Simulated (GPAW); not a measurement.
Runs of GPAW 26.7.0 on BaZrO3. The structure is cubic, space group Pm-3m (No. 221). Conventional cell: a = 4.191 Å, b = 4.191 Å, c = 4.191 Å, α = 90.00°, β = 90.00°, γ = 90.00°. Around Ba (site symmetry m-3m) lie 12 O at 2.96 Å. Zr (site symmetry m-3m) has 6 O at 2.10 Å as nearest neighbours. Around O (site symmetry 4/mmm) lie 2 Zr at 2.10 Å. 

| cell | target pressure | gap on the mesh (eV) | pressure (GPa) |
| --- | --- | --- | --- |
| relaxed to 30 GPa | 30 GPa | 3.34 | 30.0 |
| relaxed | - | (b) | 0.0 |
| relaxed to 5 GPa | 5 GPa | 3.19 | 5.0 |
| relaxed to 20 GPa | 20 GPa | 3.32 | 19.8 |
| relaxed to 2 GPa | 2 GPa | (a) | 2.1 |

Alike in all rows: task relaxation of cell and atoms; level PBEsol; potentials or basis PAW data sets generated in the run's folder for this functional, pw; no spin polarisation; k mesh 6 × 6 × 6; cutoff (eV) 800; smearing fermi-dirac 0.05 eV.

Problem. Fill in the values left out.

Solution. (a) 3.16; (b) 3.13.

Caveats: later steps reuse the first step's grids; spin-orbit coupling is left out, which moves the levels of the heavy elements.

A k mesh can miss the band edges, and the runs leave out spin-orbit coupling on Ba, Zr.
